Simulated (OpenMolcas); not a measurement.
**Cd⁺: CASSCF and CASPT2 terms and fine-structure levels**

Aim: the low terms and levels of Cd⁺, with their order and spacing, then second-order correlation under several settings.

Program: OpenMolcas 26.06. Level of theory: state-averaged CASSCF and CASPT2, spin-orbit coupling by RASSI with atomic mean-field integrals. These are calculated values, not measurements, unless marked.

### Step 1. The atom as given

```
Species                           : Cd⁺ (cadmium, Z = 48, 47 electrons)
Basis                             : ANO-RCC-VTZP [7s6p4d2f1g], 68 functions
Scalar Hamiltonian                : DKH2, point nucleus
Inactive shells                   : 1s 2s 2p 3s 3p 3d 4s 4p 4d
Active space                      : 1 electron in 4 orbitals (5s 5p)
Some configurations of this space : 5p, 5s
Orbitals                          : optimised for each spin and parity, averaged over the low roots
```

The outer shells:

5p
```
5p [↑ ][  ][  ]
```

5s
```
5s [↑ ]
```

Each step is its own input file, run in one work folder so that later steps find the files of earlier ones. Labels, J, g values, rates, χT and fits are worked out afterwards by a script from the matrices that RASSI stores.

### Step 2. One- and two-electron integrals

File a.inp:

```
&GATEWAY
Coord
1

Cd 0.0 0.0 0.0
Basis=ANO-RCC-VTZP
Group=XYZ
NoMove
AngMom=0.0 0.0 0.0
AMFI
&SEWARD
```

### Step 3. Reference wave functions, doublets of even parity, 1 root

File a.inp:

```
&RASSCF
FileOrb=start.orb
Symmetry=1
Spin=2
nActEl=1 0 0
Inactive=14 9
Ras2=1 3
CIRoot=1 1 1
SDav=1
CIMx=300
Iter=120 100
PrWF=0.3
OrbListing=Nothing
MaxOrb=0
Atom
>>> COPY $Project.JobIph JOB001
```

start.orb holds the contracted functions of the basis, ordered by shell, or the orbitals of the step before.

### Step 4. Reference wave functions, doublets of odd parity, 3 roots

File a.inp:

```
&RASSCF
FileOrb=start.orb
Symmetry=2
Spin=2
nActEl=1 0 0
Inactive=14 9
Ras2=1 3
CIRoot=3 3 1
SDav=3
CIMx=300
Iter=120 100
PrWF=0.3
OrbListing=Nothing
MaxOrb=0
Atom
>>> COPY $Project.JobIph JOB002
```

### Step 5. RASSI: spin-orbit coupling between the states

File a.inp:

```
&RASSI
NrOfJobIphs=2 1 3
1
1 2 3
IphNames
JOB001
JOB002
EJob
SpinOrbit
DIPRint=1.0
SOCoupling=1000.0
Subsets=2
MEES
Property=10
'ANGMOM' 1 'ANGMOM' 2 'ANGMOM' 3 'MLTPL  1' 1 'MLTPL  1' 2 'MLTPL  1' 3
'AMFI' 1 'AMFI' 2 'AMFI' 3 'MLTPL  2' 6
SOProperty=3
'ANGMOM' 1 'ANGMOM' 2 'ANGMOM' 3
```

### Step 6. CASPT2: IPEA 0.25, imaginary shift 0.1 (closed shells correlated: 4d)

File a.inp:

```
>>> COPY JOB001 $Project.JobIph
&CASPT2
Multistate=1 1
Frozen=9 9
IPEA=0.25
Imaginary=0.1
MaxIter=60
WThr=0.0 0.3 0.05
PrWF=0.5
NoMix
>>> COPY JOB002 $Project.JobIph
&CASPT2
Multistate=3 1 2 3
Frozen=9 9
IPEA=0.25
Imaginary=0.1
MaxIter=60
WThr=0.0 0.3 0.05
PrWF=0.5
NoMix
```

### Step 7. CASPT2: IPEA 0, imaginary shift 0.1 (closed shells correlated: 4d)

Edit a.inp of step 6 so:

```diff
@@ -4,3 +4,3 @@
 Frozen=9 9
-IPEA=0.25
+IPEA=0.0
 Imaginary=0.1
@@ -14,3 +14,3 @@
 Frozen=9 9
-IPEA=0.25
+IPEA=0.0
 Imaginary=0.1
```

### Step 8. CASPT2: IPEA 0.25, imaginary shift 0.1 (closed shells correlated: 4d), extended multistate

Edit a.inp of step 7 so:

```diff
@@ -4,3 +4,3 @@
 Frozen=9 9
-IPEA=0.0
+IPEA=0.25
 Imaginary=0.1
@@ -12,5 +12,5 @@
 &CASPT2
-Multistate=3 1 2 3
+XMultistate=3 1 2 3
 Frozen=9 9
-IPEA=0.0
+IPEA=0.25
 Imaginary=0.1
```

### Step 9. CASPT2: IPEA 0.25, imaginary shift 0.1 (closed shells correlated: none)

Edit a.inp of step 8 so:

```diff
@@ -3,3 +3,3 @@
 Multistate=1 1
-Frozen=9 9
+Frozen=14 9
 IPEA=0.25
@@ -12,4 +12,4 @@
 &CASPT2
-XMultistate=3 1 2 3
-Frozen=9 9
+Multistate=3 1 2 3
+Frozen=14 9
 IPEA=0.25
```

### Step 10. CASPT2: IPEA 0.25, imaginary shift 0.1 (closed shells correlated: 4s 4p 4d)

Edit a.inp of step 9 so:

```diff
@@ -3,3 +3,3 @@
 Multistate=1 1
-Frozen=14 9
+Frozen=8 6
 IPEA=0.25
@@ -13,3 +13,3 @@
 Multistate=3 1 2 3
-Frozen=14 9
+Frozen=8 6
 IPEA=0.25
```

### Step 11. CASPT2: IPEA 0.25, real shift 0.2 (closed shells correlated: 4d)

File a.inp:

```
>>> COPY JOB001 $Project.JobIph
&CASPT2
Multistate=1 1
Frozen=9 9
IPEA=0.25
Shift=0.2
MaxIter=60
WThr=0.0 0.3 0.05
PrWF=0.5
NoMix
>>> COPY JOB002 $Project.JobIph
&CASPT2
Multistate=3 1 2 3
Frozen=9 9
IPEA=0.25
Shift=0.2
MaxIter=60
WThr=0.0 0.3 0.05
PrWF=0.5
NoMix
```

(Steps that only read results are left out.)

What does the calculation give? Wanted: lowest level; first excited level; strongest of the lines computed, by gA, at SS-CASPT2 energies.

**Answer**, as computed:

```
                                                     quantity                                                                     value
                                                       method  SS-CASPT2, IPEA 0.25, imaginary shift 0.1 (closed shells correlated: 4d)
                                                 lowest level                                  5s 2S 1/2, 100 % of that term, g = 2.002
                                  ground level listed by NIST                                                                     2S1/2
                                          first excited level                                                    5p 2P* 1/2 at 5.600 eV
strongest of the lines computed, by gA, at SS-CASPT2 energies                        5p 2P* 3/2 → 5s 2S 1/2, 213.1 nm, A = 5.99e+08 s⁻¹
```

Cost and accuracy by method:

```csv
method,time of its own steps,time with the reference,mean absolute difference from the measured levels (cm-1)
A. CASSCF,7.2 s,7.2 s,3700
"B. SS-CASPT2, IPEA 0.25, imaginary shift 0.1, +4d",0.93 s,8.2 s,670
"C. SS-CASPT2, IPEA 0, imaginary shift 0.1, +4d",0.93 s,8.2 s,810
"D. XMS-CASPT2, IPEA 0.25, imaginary shift 0.1, +4d",0.83 s,8.1 s,370
"E. SS-CASPT2, IPEA 0.25, imaginary shift 0.1, +none",0.78 s,8 s,3700
"F. SS-CASPT2, IPEA 0.25, imaginary shift 0.1, +4s 4p 4d",1.1 s,8.3 s,1300
"G. SS-CASPT2, IPEA 0.25, real shift 0.2, +4d",0.93 s,8.2 s,660
```

Times are of one thread on a shared host.

Method D lies closest to the measured levels (370 cm⁻¹ on average) and E farthest (3700). Only the configurations of the active space and the roots asked for are present. Only valence configurations of the active space appear, up to the ionisation limit; * or ° marks odd parity.
